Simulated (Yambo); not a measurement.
# Os (P6_3/mmc) in Yambo: further runs, part 2 of 2

Yambo 5.3.0.

**4. Hartree-Fock levels, LDA**

Input file hf1.in:

```
rim_cut
HF_and_locXC
RandQpts= 1000000
RandGvec= 50 RL
EXXRLvcs= 74 Ry
VXCRLvcs= 74 Ry
% QPkrange
 1 | 24 | 15 | 20 |
%
```

Input file scf.in:

```
&CONTROL
  calculation = 'scf'
  prefix = 'pwscf'
  outdir = './tmp'
  pseudo_dir = './pseudo'
/
&SYSTEM
  ibrav = 0
  nat = 2
  ntyp = 1
  ecutwfc = 74
  nbnd = 24
  occupations = 'smearing'
  smearing = 'fd'
  degauss = 0.00367493
  force_symmorphic = .true.
/
&ELECTRONS
  conv_thr = 4d-10
  electron_maxstep = 120
  mixing_beta = 0.5
/
ATOMIC_SPECIES
Os   190.2300 Os.upf
CELL_PARAMETERS angstrom
   2.7341000000    0.0000000000    0.0000000000
  -1.3670500000    2.3678000565    0.0000000000
   0.0000000000    0.0000000000    4.3197000000
ATOMIC_POSITIONS crystal
Os     0.6666666667    0.3333333333    0.7500000000
Os     0.3333333333    0.6666666667    0.2500000000
K_POINTS automatic
12 12 6 0 0 0
```

Input file nscf.in:

```
&CONTROL
  calculation = 'nscf'
  prefix = 'pwscf'
  outdir = './tmp'
  pseudo_dir = './pseudo'
/
&SYSTEM
  ibrav = 0
  nat = 2
  ntyp = 1
  ecutwfc = 74
  nbnd = 66
  occupations = 'smearing'
  smearing = 'fd'
  degauss = 0.00367493
  force_symmorphic = .true.
/
&ELECTRONS
  conv_thr = 1d-08
  diago_full_acc = .true.
  diago_thr_init = 1d-06
/
ATOMIC_SPECIES
Os   190.2300 Os.upf
CELL_PARAMETERS angstrom
   2.7341000000    0.0000000000    0.0000000000
  -1.3670500000    2.3678000565    0.0000000000
   0.0000000000    0.0000000000    4.3197000000
ATOMIC_POSITIONS crystal
Os     0.6666666667    0.3333333333    0.7500000000
Os     0.3333333333    0.6666666667    0.2500000000
K_POINTS automatic
6 6 4 0 0 0
```

Potentials or basis: PseudoDojo 0.4.1 SR LDA standard.

The run is started by

```sh
OMP_NUM_THREADS=1 pw.x -in scf.in > scf.out
OMP_NUM_THREADS=1 pw.x -in nscf.in > nscf.out
cd tmp/pwscf.save; p2y; mv SAVE ../..; cd ../..
OMP_NUM_THREADS=1 yambo
mkdir -p hf1; ln -s $PWD/g0w00/ndb.RIM hf1/
OMP_NUM_THREADS=1 yambo -F hf1.in -J hf1 -C hf1_out
```

Yambo's report:

```text
[... sections 02.01 to 02.04 as in the set-up run ...]

  [02.05] Energies & Occupations
  ==============================

  [X] === General ===
  [X] Electronic Temperature                        :  0.258606E-1   300.100    [eV K]
  [X] Bosonic    Temperature                        :  0.258606E-1   300.100    [eV K]
  [X] Finite Temperature mode                       : yes
  [X] El. density                                   :  0.11443E+25 [cm-3]
  [X] Fermi Level                                   :  26.23926 [eV]

  [X] === Gaps and Widths ===
  [X] Conduction Band Min                           :  26.23926 [eV]
  [X] Valence Band Max                              :  26.23926 [eV]
  [X] Filled Bands                                  :  15
  [X] Metallic Bands                                :  16  18
  [X] Empty Bands                                   :   19   66

[... 97 lines left out ...]
 <17|nlXC|17> = -21.34197  0.43276E-17 <17|lXC|17> = -19.41815  0.000000
 <18|nlXC|18> = -15.27886 -0.52013E-18 <18|lXC|18> = -14.11024  0.37763E-15
 <19|nlXC|19> = -16.43582 -0.16779E-17 <19|lXC|19> = -20.37084  0.18882E-15
 <20|nlXC|20> = -16.43581  0.64598E-18 <20|lXC|20> = -20.37084  0.37763E-15
[... 177 lines left out ...]
  Corrections @ K [24] :  [eV]
 <15|nlXC|15> = -19.56087 -0.45867E-17 <15|lXC|15> = -17.96651 -0.35403E-16
 <16|nlXC|16> = -17.40268  0.11796E-16 <16|lXC|16> = -19.65878 -0.41304E-16
 <17|nlXC|17> = -16.55791 -0.76711E-18 <17|lXC|17> = -20.22807 -0.42484E-15
 <18|nlXC|18> = -16.35885  0.54329E-17 <18|lXC|18> = -20.93835  0.23602E-15
 <19|nlXC|19> = -14.58675 -0.22111E-17 <19|lXC|19> = -19.72772 -0.94408E-16
 <20|nlXC|20> = -11.78726  0.10576E-18 <20|lXC|20> = -17.18188  0.94408E-16

  [05.01] Hartree-Fock occupations report
  =======================================

  [Hartree-Fock] === General ===
  [Hartree-Fock] Electronic Temperature             :  0.258606E-1   300.100    [eV K]
  [Hartree-Fock] Bosonic    Temperature             :  0.258606E-1   300.100    [eV K]
  [Hartree-Fock] Finite Temperature mode            : yes
  [Hartree-Fock] El. density                        :  0.11443E+25 [cm-3]
  [Hartree-Fock] Fermi Level                        :  26.23926 [eV]

  [Hartree-Fock] === Gaps and Widths ===
  [Hartree-Fock] Conduction Band Min                :  26.23926 [eV]
  [Hartree-Fock] Valence Band Max                   :  26.23926 [eV]
  [Hartree-Fock] Filled Bands                       :  15
  [Hartree-Fock] Metallic Bands                     :  16  18
  [Hartree-Fock] Empty Bands                        :   19   66

  [Hartree-Fock] === Metallic Characters ===
  [Hartree-Fock] N of el / N of met el              :  32.00000   2.35422
  [Hartree-Fock] Average metallic occ.              :  0.196185

  [WARNING] [Hartree-Fock] Metallic system
```

o-hf1.hf:

```text
#    K-point            Band               Eo [eV]            Ehf [eV]           Vxc [eV]           Vnlxc [eV]
#
        1                  15                -2.582456          -4.703468          -19.01809          -21.13910
        1                  16                -1.920577          -3.844381          -19.41815          -21.34195
        1                  17                -1.920577          -3.844396          -19.41815          -21.34197
        1                  18                -0.273521          -1.442147          -14.11024          -15.27886
        1                  19                 1.337608           5.272622          -20.37084          -16.43582
        1                  20                 1.337608           5.272636          -20.37084          -16.43581
[... 136 lines left out ...]
        24                 19                 3.735614           8.876581          -19.72772          -14.58675
        24                 20                 6.322335           11.71695          -17.18188          -11.78726
#
```

It took 2.3 min on 1 thread of Arm Neoverse V1, shared host; peak memory 0.31 GiB.

What came out:

```yaml
Band_gap_on_the_k_mesh_mean-field_level: none (metal or under the smearing width)
```

Quasiparticle terms (eV):
```csv
k point,band,Kohn-Sham level,Vxc,Σx,Σc,Z,result
"(0.000, 0.000, 0.000)",15,-2.58,-19.02,-21.14,-,-,-4.70
"(0.000, 0.000, 0.000)",16,-1.92,-19.42,-21.34,-,-,-3.84
"(0.000, 0.000, 0.000)",17,-1.92,-19.42,-21.34,-,-,-3.84
"(0.000, 0.000, 0.000)",18,-0.27,-14.11,-15.28,-,-,-1.44
"(0.000, 0.000, 0.000)",19,1.34,-20.37,-16.44,-,-,5.27
"(0.000, 0.000, 0.000)",20,1.34,-20.37,-16.44,-,-,5.27
"(0.000, 0.000, 0.250)",15,-3.01,-18.82,-21.22,-,-,-5.42
"(0.000, 0.000, 0.250)",16,-2.23,-15.43,-17.09,-,-,-3.89
"(0.000, 0.000, 0.250)",17,-0.97,-19.71,-20.40,-,-,-1.65
"(0.000, 0.000, 0.250)",18,-0.97,-19.71,-20.40,-,-,-1.65
"(0.000, 0.000, 0.250)",19,1.33,-20.58,-16.58,-,-,5.33
"(0.000, 0.000, 0.250)",20,1.33,-20.58,-16.58,-,-,5.33
"(0.000, 0.000, -0.500)",15,-3.61,-18.58,-21.39,-,-,-6.42
"(0.000, 0.000, -0.500)",16,-3.61,-18.58,-21.39,-,-,-6.42
"(0.000, 0.000, -0.500)",17,0.55,-20.35,-17.20,-,-,3.70
"(0.000, 0.000, -0.500)",18,0.55,-20.35,-17.20,-,-,3.70
"(0.000, 0.000, -0.500)",19,0.55,-20.35,-17.20,-,-,3.70
"(0.000, 0.000, -0.500)",20,0.55,-20.35,-17.20,-,-,3.70
"(0.000, 0.167, 0.000)",15,-2.46,-18.81,-20.42,-,-,-4.08
"(0.000, 0.167, 0.000)",16,-2.06,-19.15,-20.25,-,-,-3.16
```

Caveat: the k mesh is coarse (spacing up to 0.44 Å⁻¹), so the values aren't converged. The run has no spin-orbit coupling, so splittings on Os are missing.

**5. G0W0 quasiparticle levels, LDA**

Input file g0w05.in:

```
gw0
dyson
el_el_corr
HF_and_locXC
ppa
em1d
EXXRLvcs= 74 Ry
VXCRLvcs= 74 Ry
Chimod= "HARTREE"
% BndsRnXp
 1 | 66 |
%
NGsBlkXp= 12 Ry
% LongDrXp
 1 | 1 | 1 |
%
PPAPntXp= 27.21138 eV
% GbndRnge
 1 | 66 |
%
GTermKind= "none"
DysSolver= "n"
ExtendOut
% QPkrange
 1 | 1 | 14 | 19 |
 7 | 7 | 14 | 19 |
 24 | 24 | 14 | 19 |
%
```

scf.in is that of step 4.

nscf.in is that of step 4.

Potentials or basis: PseudoDojo 0.4.1 SR LDA standard.

The run is started by

```sh
OMP_NUM_THREADS=1 pw.x -in scf.in > scf.out
OMP_NUM_THREADS=1 pw.x -in nscf.in > nscf.out
cd tmp/pwscf.save; p2y; mv SAVE ../..; cd ../..
OMP_NUM_THREADS=1 yambo
OMP_NUM_THREADS=1 yambo -F g0w05.in -J g0w05 -C g0w05_out
```

Yambo's report:

```text
[... sections 02.01 to 02.04 as in the set-up run ...]

  [02.05] Energies & Occupations
  ==============================

  [X] === General ===
  [X] Electronic Temperature                        :  0.258606E-1   300.100    [eV K]
  [X] Bosonic    Temperature                        :  0.258606E-1   300.100    [eV K]
  [X] Finite Temperature mode                       : yes
  [X] El. density                                   :  0.11443E+25 [cm-3]
  [X] Fermi Level                                   :  26.23926 [eV]

  [X] === Gaps and Widths ===
  [X] Conduction Band Min                           :  26.23926 [eV]
  [X] Valence Band Max                              :  26.23926 [eV]
  [X] Filled Bands                                  :  15
  [X] Metallic Bands                                :  16  18
  [X] Empty Bands                                   :   19   66

  [X] === Metallic Characters ===
  [X] N of el / N of met el                         :  32.00000   2.35422
  [X] Average metallic occ.                         :  0.196185

  [WARNING] [X] Metallic system

 [03] Transferred momenta grid and indexing
 ==========================================

 IBZ Q-points                                      :  24
 BZ  Q-points                                      :  144

 K/Q-points units:
[... 314 lines left out ...]
  - E  : QP energy  - Z   : Renormalization factor
  - So : Sc(Eo)     - S   : Sc(E)
  - dSp: Sc derivative precision

  - lXC: Local XC (Slater exchange(X)+Perdew & Wang(C))
  -nlXC: non-Local XC (Hartree-Fock)

  QP [eV] @ K [1] (iku):  0.000000  0.000000  0.000000
   B=14 Eo= -2.58 E= -1.79 E-Eo=  0.79 Re(Z)=0.77 Im(Z)=  0.07781 nlXC=-20.79246 lXC=-19.01809 So=  2.80643
   B=15 Eo= -2.58 E= -1.78 E-Eo=  0.80 Re(Z)=0.77 Im(Z)=  0.07500 nlXC=-20.79246 lXC=-19.01809 So=  2.80895
   B=16 Eo= -1.92 E= -1.00 E-Eo=  0.92 Re(Z)=0.80 Im(Z)=-0.406275E-3 nlXC= -20.9992 lXC= -19.4182 So=  2.72236
   B=17 Eo= -1.92 E= -1.01 E-Eo=  0.91 Re(Z)=0.80 Im(Z)=-0.991552E-3 nlXC= -20.9992 lXC= -19.4181 So=  2.72064
   B=18 Eo= -0.27 E= -0.10 E-Eo=  0.18 Re(Z)=0.83 Im(Z)=-0.973266E-3 nlXC= -15.0046 lXC= -14.1102 So=  1.10770
   B=19 Eo=  1.34 E=  2.27 E-Eo=  0.93 Re(Z)=0.76 Im(Z)= 0.136000E-1 nlXC= -16.3064 lXC= -20.3708 So= -2.82962

  QP [eV] @ K [7] (iku):  0.000000  0.333333  0.000000
   B=14 Eo= -3.03 E= -2.27 E-Eo=  0.76 Re(Z)=0.87 Im(Z)=  0.05222 nlXC=-19.92439 lXC=-18.08143 So=  2.71634
   B=15 Eo= -2.63 E= -1.96 E-Eo=  0.67 Re(Z)=0.75 Im(Z)=  0.03607 nlXC=-19.73717 lXC=-18.05975 So=  2.56840
   B=16 Eo=  0.00 E=  0.95 E-Eo=  0.95 Re(Z)=0.81 Im(Z)=-0.108966E-2 nlXC= -17.6824 lXC= -19.7717 So=-0.914548
   B=17 Eo=  0.28 E=  1.19 E-Eo=  0.91 Re(Z)=0.80 Im(Z)=-0.114633E-2 nlXC= -16.0339 lXC= -19.3819 So= -2.21648
   B=18 Eo=  0.56 E=  1.50 E-Eo=  0.94 Re(Z)=0.80 Im(Z)= 0.862708E-3 nlXC= -17.0351 lXC= -20.0974 So= -1.88446
   B=19 Eo=  2.25 E=  3.40 E-Eo=  1.14 Re(Z)=0.91 Im(Z)=  0.10164 nlXC=-16.65040 lXC=-21.08601 So= -3.17610

  QP [eV] @ K [24] (iku): -0.166667  0.416667 -0.250000
   B=14 Eo= -2.72 E= -2.13 E-Eo=  0.60 Re(Z)=0.79 Im(Z)=-0.102687E-3 nlXC= -18.7941 lXC= -17.2210 So=  2.32219
   B=15 Eo= -2.10 E= -1.38 E-Eo=  0.72 Re(Z)=0.82 Im(Z)= 0.531602E-2 nlXC= -19.2469 lXC= -17.9665 So=  2.15554
   B=16 Eo=  0.04 E=  0.95 E-Eo=  0.91 Re(Z)=0.80 Im(Z)=-0.251819E-2 nlXC= -17.2212 lXC= -19.6588 So= -1.29502
   B=17 Eo=  0.83 E=  1.83 E-Eo=  0.99 Re(Z)=0.81 Im(Z)=-0.132268E-1 nlXC= -16.4285 lXC= -20.2281 So= -2.58130
   B=18 Eo=  2.22 E=  3.32 E-Eo=  1.10 Re(Z)=0.86 Im(Z)=-0.678593E-2 nlXC= -16.2502 lXC= -20.9384 So= -3.41214
   B=19 Eo=  3.74 E=  4.67 E-Eo=  0.93 Re(Z)=0.80 Im(Z)= -0.08417 nlXC=-14.49049 lXC=-19.72772 So= -4.07668

  [WR./g0w05//ndb.QP]-------------------------------------------------------------
   Lattice constants                                :  5.166700  4.474494  8.163050
   Coulomb cutoff potential                         : none
   Electronic Temperature                           :  300.1000 [K]
   Bosonic    Temperature                           :  300.1000 [K]
   Green`s function   energies                      : Slater exchange(X)+Perdew & Wang(C)
   wavefunctions                                    : Slater exchange(X)+Perdew & Wang(C)
   PPA    diel. fun.  energies                      : Slater exchange(X)+Perdew & Wang(C)
   wavefunctions                                    : Slater exchange(X)+Perdew & Wang(C)
   QP tot states                                    :  18
   GW solver                                        : Newton
   GW approximation                                 : PPA
   PPA imaginary Energy                             :  27.21138 ev
   dS/dw steps                                      :  2
   dS/dw step                                       :  0.100000 ev
   X G`s                                            :  147 used
   X G`s                                            :  147 disk
   X bands                                          :    1   66
   X poles                                          :  100.0000 o/o
   X e/h E range                                    : -1.000000 -1.000000 ev
   X Hxc Kernel                                     : HARTREE
   X BZ energy Double Grid                          : no
   X Optical Averaged directions                    : none
   Sc/G bands                                       :    1   66
   Sc/G damping                                     :  0.100000 ev
   Sc bands terminator                              : no
   Sx RL components                                 :  2045

   QP @ state[ 1 ] K range                          :  1  1
   QP @ state[ 1 ] b range                          :  14  19
   QP @ state[ 2 ] K range                          :   7   7
   QP @ state[ 2 ] b range                          :  14  19
   QP @ state[ 3 ] K range                          :  24  24
   QP @ state[ 3 ] b range                          :  14  19
   GF energies kind                                 : Slater exchange(X)+Perdew & Wang(C)
   GF WF`s kind                                     : Slater exchange(X)+Perdew & Wang(C)
   Xs energies kind                                 : Slater exchange(X)+Perdew & Wang(C)
   Xs WF`s kind                                     : Slater exchange(X)+Perdew & Wang(C)
```

Wall time 11 min (1 thread of Arm Neoverse V1, shared host); peak memory 0.37 GiB.

What came out:

```yaml
Band_gap_on_the_k_mesh_mean-field_level: none (metal or under the smearing width)
```

Quasiparticle terms (eV):
| k point | band | Kohn-Sham level | Vxc | Σx | Σc | Z | result |
| --- | --- | --- | --- | --- | --- | --- | --- |
| (0.000, 0.000, 0.000) | 14 | -2.58 | -19.02 | -20.79 | 2.81 | 0.77 | -1.79 |
| (0.000, 0.000, 0.000) | 15 | -2.58 | -19.02 | -20.79 | 2.81 | 0.77 | -1.78 |
| (0.000, 0.000, 0.000) | 16 | -1.92 | -19.42 | -21.00 | 2.72 | 0.80 | -1.00 |
| (0.000, 0.000, 0.000) | 17 | -1.92 | -19.42 | -21.00 | 2.72 | 0.80 | -1.01 |
| (0.000, 0.000, 0.000) | 18 | -0.27 | -14.11 | -15.00 | 1.11 | 0.83 | -0.10 |
| (0.000, 0.000, 0.000) | 19 | 1.34 | -20.37 | -16.31 | -2.83 | 0.76 | 2.27 |
| (0.000, 0.333, 0.000) | 14 | -3.03 | -18.08 | -19.92 | 2.72 | 0.87 | -2.27 |
| (0.000, 0.333, 0.000) | 15 | -2.63 | -18.06 | -19.74 | 2.57 | 0.75 | -1.96 |
| (0.000, 0.333, 0.000) | 16 | 0.00 | -19.77 | -17.68 | -0.91 | 0.81 | 0.95 |
| (0.000, 0.333, 0.000) | 17 | 0.28 | -19.38 | -16.03 | -2.22 | 0.80 | 1.19 |
| (0.000, 0.333, 0.000) | 18 | 0.56 | -20.10 | -17.04 | -1.88 | 0.80 | 1.50 |
| (0.000, 0.333, 0.000) | 19 | 2.25 | -21.09 | -16.65 | -3.18 | 0.91 | 3.40 |
| (-0.167, 0.500, -0.250) | 14 | -2.72 | -17.22 | -18.79 | 2.32 | 0.79 | -2.13 |
| (-0.167, 0.500, -0.250) | 15 | -2.10 | -17.97 | -19.25 | 2.16 | 0.82 | -1.38 |
| (-0.167, 0.500, -0.250) | 16 | 0.04 | -19.66 | -17.22 | -1.30 | 0.80 | 0.95 |
| (-0.167, 0.500, -0.250) | 17 | 0.83 | -20.23 | -16.43 | -2.58 | 0.81 | 1.83 |
| (-0.167, 0.500, -0.250) | 18 | 2.22 | -20.94 | -16.25 | -3.41 | 0.86 | 3.32 |
| (-0.167, 0.500, -0.250) | 19 | 3.74 | -19.73 | -14.49 | -4.08 | 0.80 | 4.67 |

Caveat: the k mesh is coarse (spacing up to 0.44 Å⁻¹), so the values aren't converged; the plasmon-pole model is rough for a metal; the screening block or the number of bands is too small for a converged GW gap; this version prints the column dSc/dw multiplied by 27.2.

**6. The runs side by side**

```tsv
task	level	potentials or basis	k mesh	k mesh of the self-consistent run	direction of the field or of q to 0	broadening	kernel	top of the energy range	other keys	mesh quality	gap on the mesh (eV)
optical spectrum	PBE	PseudoDojo 0.4.1 SR PBE standard	12 × 12 × 8	12 × 12 × 8	x + y	0.1 eV	Hartree (RPA with local fields)	20 eV	-	not flagged	none
optical spectrum	PBE	PseudoDojo 0.4.1 SR PBE standard	12 × 12 × 8	12 × 12 × 8	x + y + z	0.1 eV	Hartree (RPA with local fields)	20 eV	-	not flagged	none
Hartree-Fock levels	LDA	PseudoDojo 0.4.1 SR LDA standard	6 × 6 × 4	12 × 12 × 6	-	-	-	-	-	coarse	none
G0W0 quasiparticle levels	LDA	PseudoDojo 0.4.1 SR LDA standard	6 × 6 × 4	12 × 12 × 6	x + y + z	0.1 eV	-	-	several, not listed	coarse	none
```

Alike in all rows: no spin polarisation; cell as given; cutoff (eV) 1007; smearing fermi-dirac 0.05 eV.

Caveats: some runs use coarse meshes; the intraband (Drude) term of the metal is left out (some runs); spectra need much finer meshes, so this one isn't converged (some runs); these spectra lack excitons (some runs); the plasmon-pole model is rough for a metal (some runs); the screening block or the number of bands is too small for a converged GW gap (some runs); this version prints the column dSc/dw multiplied by 27.2 (some runs).

Total energies depend on the potentials used, so only differences within one code and one set of settings carry meaning.
